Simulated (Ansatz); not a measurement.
# TcO2: the cost of one run

Method: DFT PBEsol+U (U = 5 eV, J = 0.9 eV on Tc d), plane waves, PAW, in Ansatz 0.2.0.

3 further runs of the same task are left out: 3 that didn't finish. Runs told in other sessions of the task aren't counted.

## Step 1: Starting point

The structure is cubic, space group Fm-3m (No. 225). Conventional cell: a = 4.901 Å, b = 4.901 Å, c = 4.901 Å, α = 90.00°, β = 90.00°, γ = 90.00°. Tc (site symmetry m-3m) is surrounded by 8 O at 2.12 Å. O (site symmetry -43m) is surrounded by 4 Tc at 2.12 Å.

Structure file:

```
Tc O
1.0
     0.00000    2.45069    2.45069
     4.90138    2.45069    2.45069
     4.90138    4.90138    0.00000
Tc O
2 4
Direct
  0.00000 0.00000 0.00000
  0.00000 0.00000 0.50000
  0.25000 0.25000 0.00000
  0.75000 0.75000 0.00000
  0.25000 0.25000 0.50000
  0.75000 0.75000 0.50000
```

## Step 2: Ferromagnetic start, free, symmetry kept, no search

input.yaml

```yaml
crystal:
  lattice:
    - [0.0, 2.45068826, 2.45068826]
    - [4.90137652, 2.45068826, 2.45068826]
    - [4.90137652, 4.90137652, 0.0]
  atoms:
    - { symbol: Tc, position: [0.0, 0.0, 0.0], spin: 3.0 }
    - { symbol: O, position: [0.25, 0.25, 0.0] }
    - { symbol: O, position: [0.75, 0.75, 0.0] }
    - { symbol: Tc, position: [0.0, 0.0, 0.5], spin: 3.0 }
    - { symbol: O, position: [0.25, 0.25, 0.5] }
    - { symbol: O, position: [0.75, 0.75, 0.5] }
basis:
  ecutwfc: 600
  ecutrho_ratio: 5
kpoints:
  mp_grid: { grid: [7, 7, 7] }
hamiltonian:
  xc: pbesol
  hubbard:
    sites:
      - { site: 0, l: d, u: 5.0, j: 0.9 }
      - { site: 3, l: d, u: 5.0, j: 0.9 }
scf:
  occupations: { method: gaussian, width: 0.05 }
  lower_state_search: "off"
  max_iter: 150
output:
  forces: true
  stress: true
  eigenvalues: true
  populations: true
  hubbard: { sites: [{ site: 0, l: d }, { site: 3, l: d }] }
magnetization:
  spin_polarized: true
```

Launch:

```console
> ansatz run input.yaml --threads 4 --pin off --max-ram 6144MiB --backend cpu --events-out ev --progress --plain --runs-dir out
```

**Question.** How long does this run take on 4 threads of Arm Neoverse V1, shared host, and how much memory does it need?

About 5.9 s, with a peak of 0.62 GiB.
